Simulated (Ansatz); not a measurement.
# C3H8F3HfN: taking an electron away

The task here is to estimate one member of a computed series from the others.

Computed with Ansatz 0.2.0, Gaussian basis. Level: unrestricted cation, the program's frozen cores in correlated methods.

Plan: UKS PBE-D4/def2-TZVPP; UKS r2SCAN-D4/def2-TZVPP; UKS PBE0-D4/def2-TZVPP; UKS B3LYP-D4/def2-TZVPP; UKS wB97X-V/def2-TZVPP; UKS wB97M-V/def2-TZVPP; UKS B2PLYP/def2-TZVPP; UHF-MP2/def2-TZVPP; UHF-MP2/def2-QZVPP; then −ε(HOMO) from the neutral's earlier runs with LDA (SPW92), PBE-D4, revPBE-D4, BLYP-D4, r2SCAN-D4, B97M-V, PBE0-D4, B3LYP-D4, r2SCANh-D4, r2SCAN0-D4, HSE06-D4, BHLYP-D4, CAM-B3LYP-D4, LC-ωPBE, ωB97X-V, ωB97M-V.

1 further run of the same task is left out (it didn't finish).

### The geometry

An earlier PBE0-D4 in a triple-zeta def2 set relaxation fixed the geometry. Hf takes the def2 core potential; no spin-orbit term is included.

SMILES `CC[N](C)[Hf]([F])([F])[F]`, 16 atoms, charge 0, spin multiplicity 1.

Atoms are counted from 1 here; the program's logs count them from 0.

Bond lengths: C1–C2 1.521 Å, C1–H9 1.093 Å, C1–H10 1.092 Å, C1–H11 1.092 Å, C2–N3 1.451 Å, C2–H12 1.100 Å, C2–H13 1.095 Å, N3–C4 1.448 Å, N3–Hf5 2.006 Å, C4–H14 1.096 Å, C4–H15 1.098 Å, C4–H16 1.097 Å, Hf5–F6 1.916 Å, Hf5–F7 1.911 Å, Hf5–F8 1.916 Å. Angles: C2–C1–H9 110.8°, C2–C1–H10 110.2°, C2–C1–H11 111.8°, H9–C1–H10 108.3°, H9–C1–H11 108.1°, H10–C1–H11 107.5°, C1–C2–N3 114.2°, C1–C2–H12 109.5°, C1–C2–H13 109.0°, N3–C2–H12 109.2°, N3–C2–H13 108.5°, H12–C2–H13 106.2°, C2–N3–C4 114.8°, C2–N3–Hf5 128.0°, C4–N3–Hf5 117.2°, N3–C4–H14 112.7°, N3–C4–H15 111.2°, N3–C4–H16 110.9° and more.

The first run:

Contents of in.yaml:

```yaml
crystal:
  periodic: [false, false, false]
  atoms:
    - {symbol: C, position_ang: [1.916900, -0.795632, -0.209954]}
    - {symbol: C, position_ang: [1.006979, 0.083660, 0.633248]}
    - {symbol: N, position_ang: [-0.365729, 0.139759, 0.165868]}
    - {symbol: C, position_ang: [-1.107743, -1.095937, 0.308612]}
    - {symbol: Hf, position_ang: [-1.350780, 1.718160, -0.584613]}
    - {symbol: F, position_ang: [-2.857253, 2.057576, 0.549565]}
    - {symbol: F, position_ang: [-0.133777, 3.189267, -0.656826]}
    - {symbol: F, position_ang: [-2.027017, 1.225169, -2.307968]}
    - {symbol: H, position_ang: [1.938324, -0.449975, -1.246128]}
    - {symbol: H, position_ang: [2.936663, -0.768320, 0.181007]}
    - {symbol: H, position_ang: [1.591379, -1.837766, -0.206221]}
    - {symbol: H, position_ang: [1.019959, -0.268313, 1.675574]}
    - {symbol: H, position_ang: [1.410190, 1.101929, 0.648834]}
    - {symbol: H, position_ang: [-0.714429, -1.900317, -0.323126]}
    - {symbol: H, position_ang: [-1.106109, -1.442744, 1.350455]}
    - {symbol: H, position_ang: [-2.157536, -0.956507, 0.021684]}
basis:
  gaussian: {orbitals: def2-TZVPP}
total_charge: 1
magnetization: {spin_polarized: true, initial_magnetization: 1}
hamiltonian: {xc: pbe, dispersion: d4}
```

Run with:

```
$ ansatz run in.yaml --threads 2 --pin off --events-out ev --progress --plain --max-ram 22528MiB --backend cuda --devices 0, --max-vram 18GiB
```

Among the steps run: Cation, UKS PBE-D4/def2-TZVPP; Cation, UKS r2SCAN-D4/def2-TZVPP; Cation, UKS PBE0-D4/def2-TZVPP; Cation, UKS B3LYP-D4/def2-TZVPP; Cation, UKS wB97X-V/def2-TZVPP; Cation, UKS wB97M-V/def2-TZVPP; Cation, UKS B2PLYP (frozen core)/def2-TZVPP; Cation, UHF-MP2/def2-TZVPP; Cation, UHF-MP2/def2-QZVPP.

One of the session's tables, all rows but one given; the rest of the session is left out.

It belongs to the step «Ionisation energies side by side». Orbital estimates, from the neutral's runs:

```
  functional  −ε(HOMO) (eV)
 LDA (SPW92)           5.87
      PBE-D4           5.68
   revPBE-D4              ?
     BLYP-D4           5.58
   r2SCAN-D4           5.92
      B97M-V           6.02
     PBE0-D4           6.98
    B3LYP-D4           6.78
  r2SCANh-D4           6.41
  r2SCAN0-D4           7.15
    HSE06-D4           6.58
    BHLYP-D4           8.22
CAM-B3LYP-D4           8.35
     LC-ωPBE           9.63
     ωB97X-V           9.32
     ωB97M-V           9.24
```

Q: Estimate the row for revPBE-D4 from the others.

As computed: −ε(HOMO) (eV): 5.61. In the column «−ε(HOMO) (eV)» it lies between BLYP-D4 (5.58) and PBE-D4 (5.68).
